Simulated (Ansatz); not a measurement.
# CH7BGe (SMILES C[BH][GeH3]) at B3LYP/6-31G(d) (spherical functions)

Aim: the electronic atomisation energy of CH7BGe at B3LYP/6-31G* (spherical functions), from 5 runs. 

The calculation is run with Ansatz 0.2.0.

69 further runs of the same task are left out: 69 set aside as unsound or not needed.

### Step 1. The system as given

The species is CH7BGe (10 atoms), meant as a singlet with charge 0. SMILES: `C[BH][GeH3]`. The shape is that of a PBE0-D4/def2-TZVP optimisation.

Bond lengths: C1–B2 1.548 Å, B2–Ge3 2.066 Å, C1–H4 1.093 Å, C1–H5 1.106 Å, C1–H6 1.091 Å, B2–H7 1.200 Å, Ge3–H8 1.544 Å, Ge3–H9 1.542 Å, Ge3–H10 1.542 Å. Some angles: C1–B2–Ge3 123.5°, C1–B2–H7 119.3°, Ge3–B2–H7 117.1°, B2–C1–H4 114.7°, B2–C1–H5 102.9°, B2–C1–H6 116.2°, B2–Ge3–H8 109.4°, B2–Ge3–H9 113.8°, B2–Ge3–H10 112.1°, H4–C1–H5 105.3°.

### Step 2. The energy at B3LYP/6-31G(d) (spherical functions)

The input, molecule.yaml:

```yaml
crystal:
  periodic: [false, false, false]
  atoms:
    - {symbol: C, position_ang: [-1.211300, 0.848000, -0.579700]}
    - {symbol: B, position_ang: [-0.013900, -0.123000, -0.719700]}
    - {symbol: Ge, position_ang: [1.111300, -0.784600, 0.881600]}
    - {symbol: H, position_ang: [-1.972600, 0.748500, -1.357000]}
    - {symbol: H, position_ang: [-0.747300, 1.837300, -0.749600]}
    - {symbol: H, position_ang: [-1.677100, 0.898700, 0.405800]}
    - {symbol: H, position_ang: [0.326000, -0.481700, -1.813000]}
    - {symbol: H, position_ang: [0.918400, -2.307400, 1.048300]}
    - {symbol: H, position_ang: [0.729200, -0.128900, 2.224000]}
    - {symbol: H, position_ang: [2.620500, -0.558300, 0.662100]}
basis:
  gaussian: {orbitals: 6-31G_st_-spherical.json}
hamiltonian: {xc: {name: B3LYP}}
output: {orbitals: {seedname: orbitals}}
total_charge: 0
accuracy: high
```

The basis set 6-31G* is read from a file made from the Basis Set Exchange's data (not shown).

Started as:

```sh
ansatz run molecule.yaml --threads 1 --pin off --max-ram 3480MiB --events-out events.jsonl --progress --plain --runs-dir runs
```

Log:

```text
Warning: RAYON_NUM_THREADS=1 ignored (pool sized by the plan → 1); use --threads N
Functional definition: B3LYP
  name "B3LYP"
  parameter a0 = 0.2
  parameter ax = 0.72
  parameter ac = 0.81
  exchange = (1 - a0 - ax)*slater_x + ax*b88_x + a0*exact_x
  correlation = (1 - ac)*vwn_rpa_c + ac*lyp_c
1734 factors; integrals over basis functions are off by at most 1.3e-8 eV
mean field evaluation 1: about -58334.7127 eV, gradient 4.0e1 eV
mean field evaluation 2: about -58333.7059 eV, gradient 4.4e1 eV
mean field evaluation 4: about -58338.4979 eV, gradient 6.6e-1 eV
mean field evaluation 8: about -58338.6326 eV, gradient 1.2e-1 eV
mean field evaluation 16: about -58338.6326 eV, gradient 9.7e-6 eV
mean field -58338.63258018 eV, -2143.9052039761 hartree, gradient 3.0e-8 eV, S^2 0.000000; 0 other end points of the search recorded, 0 dependent functions left out
reference -58338.63262280 eV, -2143.9052055426 hartree; 25, 25 occupied and 49, 49 virtual orbitals, 1734 factors
Total energy: -58338.63262280 eV, -2143.9052055426 hartree
```

Wall time 6.9 s (1 thread of Arm Neoverse V2, shared host); peak memory 0.24 GiB.

### Step 3. The B atom at the same level

The input, job.yaml:

```yaml
crystal:
  periodic: [false, false, false]
  atoms:
    - {symbol: B, position_ang: [0.000000, 0.000000, 0.000000]}
basis:
  gaussian: {orbitals: 6-31G_st_-spherical.json}
accuracy: high
magnetization: {spin_polarized: true, initial_magnetization: 1}
hamiltonian: {xc: {name: B3LYP}}
```

The basis set 6-31G* is read from a file made from the Basis Set Exchange's data (not shown).

Run the same way, it converges to -24.65384 Eh (log not shown).

### Step 4. The C atom at the same level

The input, in.yaml:

```yaml
crystal:
  periodic: [false, false, false]
  atoms:
    - {symbol: C, position_ang: [0.000000, 0.000000, 0.000000]}
basis:
  gaussian:
    orbitals: 6-31G_st_-spherical.json
magnetization:
  spin_polarized: true
  initial_magnetization: 2
hamiltonian:
  xc: {name: B3LYP}
accuracy: high
```

The basis set 6-31G* is read from a file made from the Basis Set Exchange's data (not shown).

Run the same way, it converges to -37.84469 Eh (log not shown).

### Step 5. The Ge atom at the same level

The input, job.yaml:

```yaml
basis:
  gaussian:
    orbitals: 6-31G_st_-spherical.json
crystal:
  periodic: [false, false, false]
  atoms:
    - {symbol: Ge, position_ang: [0.000000, 0.000000, 0.000000]}
hamiltonian:
  xc: {name: B3LYP}
accuracy: high
magnetization:
  spin_polarized: true
  initial_magnetization: 2
```

The basis set 6-31G* is read from a file made from the Basis Set Exchange's data (not shown).

Run the same way, it converges to -2076.68559 Eh (log not shown).

### Step 6. The H atom

The input, run.yaml:

```yaml
crystal:
  periodic: [false, false, false]
  atoms:
    - symbol: H
      position_ang: [0.000000, 0.000000, 0.000000]
basis:
  gaussian:
    orbitals: "6-31G*"
magnetization:
  spin_polarized: true
  initial_magnetization: 1
hamiltonian:
  xc: {name: B3LYP}
accuracy: high
```

Started as:

```sh
ansatz run run.yaml --threads 1 --pin off --max-ram 3480MiB --events-out events.jsonl --progress --plain --runs-dir runs
```

Log:

```text
Warning: RAYON_NUM_THREADS=1 ignored (pool sized by the plan → 1); use --threads N
Functional definition: B3LYP
  name "B3LYP"
  parameter a0 = 0.2
  parameter ax = 0.72
  parameter ac = 0.81
  exchange = (1 - a0 - ax)*slater_x + ax*b88_x + a0*exact_x
  correlation = (1 - ac)*vwn_rpa_c + ac*lyp_c
3 factors; integrals over basis functions are off by at most 5.4e-10 eV
mean field evaluation 1: about -13.6135 eV, gradient 2.1e-1 eV
mean field evaluation 2: about -13.6127 eV, gradient 2.0e-1 eV
mean field evaluation 4: about -13.6131 eV, gradient 4.2e-7 eV
mean field evaluation 8: about -13.6131 eV, gradient 8.0e-10 eV
mean field -13.61309805 eV, -0.5002721262 hartree, gradient 8.6e-9 eV, S^2 0.750000; 0 other end points of the search recorded, 0 dependent functions left out
reference -13.61311596 eV, -0.5002727842 hartree; 1, 0 occupied and 1, 2 virtual orbitals, 3 factors
Total energy: -13.61311596 eV, -0.5002727842 hartree
```

Run time: 0.1 s. Hardware: 1 thread of Arm Neoverse V2, shared host.

### Step 7. Outcome

At B3LYP/6-31G* (spherical functions):

| quantity | value |
| --- | --- |
| molecule: total energy | -2143.90521 Eh |
| molecule: HOMO energy | -7.50 eV |
| molecule: LUMO energy | -1.64 eV |
| molecule: HOMO–LUMO gap | 5.85 eV |
| B atom: total energy | -24.65384 Eh |
| B atom: ⟨S²⟩ | 0.752 |
| C atom: total energy | -37.84469 Eh |
| C atom: ⟨S²⟩ | 2.002 |
| Ge atom: total energy | -2076.68559 Eh |
| Ge atom: ⟨S²⟩ | 2.002 |
| H atom: total energy | -0.50027 Eh |
| H atom: ⟨S²⟩ | 0.750 |
| electronic atomisation energy | 33.176 eV |

What this shows: Taking the molecule apart into free atoms costs 33.18 eV (765 kcal/mol), before zero-point energy and without spin-orbit coupling.
